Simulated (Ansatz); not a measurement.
**C2H7BS: basis-set convergence**

An exercise on one series of results from a longer session: the logs are not shown, and one member is left open.

Program: Ansatz 0.2.0, Gaussian basis. Level of theory: one geometry, several basis sets. These are calculated values, not measurements.

Plan: PBE0-D4/def2-SVP; ωB97M-V/def2-SVP; PBE0-D4/def2-QZVPP; ωB97M-V/def2-QZVPP; the functionals' def2-TZVPP values are taken from earlier runs.

### The geometry

All runs share one geometry, relaxed beforehand with PBE0-D4 in a triple-zeta def2 set.

SMILES `CBCS`, 11 atoms, charge 0, spin multiplicity 1.

Atoms are counted from 1 here; the program's logs count them from 0.

Bond lengths: C1–B2 1.576 Å, C1–H5 1.095 Å, C1–H6 1.097 Å, C1–H7 1.093 Å, B2–C3 1.557 Å, B2–H8 1.201 Å, C3–S4 1.847 Å, C3–H9 1.087 Å, C3–H10 1.087 Å, S4–H11 1.342 Å. Angles: B2–C1–H5 114.1°, B2–C1–H6 107.9°, B2–C1–H7 113.2°, H5–C1–H6 106.7°, H5–C1–H7 108.4°, H6–C1–H7 106.2°, C1–B2–C3 122.0°, C1–B2–H8 120.6°, C3–B2–H8 116.6°, B2–C3–S4 78.0°, B2–C3–H9 121.9°, B2–C3–H10 120.3°, S4–C3–H9 110.2°, S4–C3–H10 107.0°, H9–C3–H10 111.9°, C3–S4–H11 96.8°.

As a file:

| atom | x (Å) | y (Å) | z (Å) |
| --- | --- | --- | --- |
| C1 | -1.1989 | 0.7159 | -0.2577 |
| B2 | -0.1858 | -0.0503 | 0.6752 |
| C3 | 1.3372 | -0.1205 | 0.3585 |
| S4 | 0.7378 | -1.7495 | -0.2722 |
| H5 | -0.8172 | 0.9128 | -1.2651 |
| H6 | -1.4044 | 1.6930 | 0.1979 |
| H7 | -2.1648 | 0.2129 | -0.3479 |
| H8 | -0.5304 | -0.4529 | 1.7524 |
| H9 | 1.7823 | 0.4542 | -0.4496 |
| H10 | 2.0533 | -0.3290 | 1.1490 |
| H11 | 0.4565 | -1.3437 | -1.5201 |

Set-up of the first run:

in.yaml

```yaml
crystal:
  periodic: [false, false, false]
  atoms:
    - {symbol: C, position_ang: [-1.198942, 0.715870, -0.257673]}
    - {symbol: B, position_ang: [-0.185756, -0.050317, 0.675179]}
    - {symbol: C, position_ang: [1.337163, -0.120529, 0.358550]}
    - {symbol: S, position_ang: [0.737802, -1.749484, -0.272158]}
    - {symbol: H, position_ang: [-0.817196, 0.912825, -1.265050]}
    - {symbol: H, position_ang: [-1.404359, 1.692976, 0.197873]}
    - {symbol: H, position_ang: [-2.164784, 0.212937, -0.347867]}
    - {symbol: H, position_ang: [-0.530432, -0.452871, 1.752382]}
    - {symbol: H, position_ang: [1.782311, 0.454235, -0.449633]}
    - {symbol: H, position_ang: [2.053327, -0.328961, 1.149013]}
    - {symbol: H, position_ang: [0.456467, -1.343681, -1.520116]}
basis:
  gaussian: {orbitals: def2-SVP}
hamiltonian: {xc: pbe0, dispersion: d4}
output: {orbitals: {seedname: orbitals}}
```

Command:

```console
$ ansatz run in.yaml --threads 2 --pin off --events-out ev --progress --plain --max-ram 4352MiB
```

Among the steps run: PBE0-D4 in def2-SVP; ωB97M-V in def2-SVP; PBE0-D4 in def2-QZVPP; ωB97M-V in def2-QZVPP.

One table of the session follows, with a row left open; its other results are not shown here.

It belongs to the step «Density functionals: the series». 

| functional | basis | HOMO (eV) | LUMO (eV) |
| --- | --- | --- | --- |
| PBE0-D4 | def2-SVP | -7.53 | 0.44 |
| PBE0-D4 | def2-TZVPP | ? | ? |
| PBE0-D4 | def2-QZVPP | -7.58 | -0.12 |
| ωB97M-V | def2-SVP | -9.68 | 2.42 |
| ωB97M-V | def2-TZVPP | -9.73 | 1.79 |
| ωB97M-V | def2-QZVPP | -9.74 | 1.46 |

Estimate the missing values for PBE0-D4, def2-TZVPP.

The run gave: HOMO (eV): -7.56; LUMO (eV): 0.00. In the column «HOMO (eV)» it lies between PBE0-D4, def2-QZVPP (-7.58) and PBE0-D4, def2-SVP (-7.53).
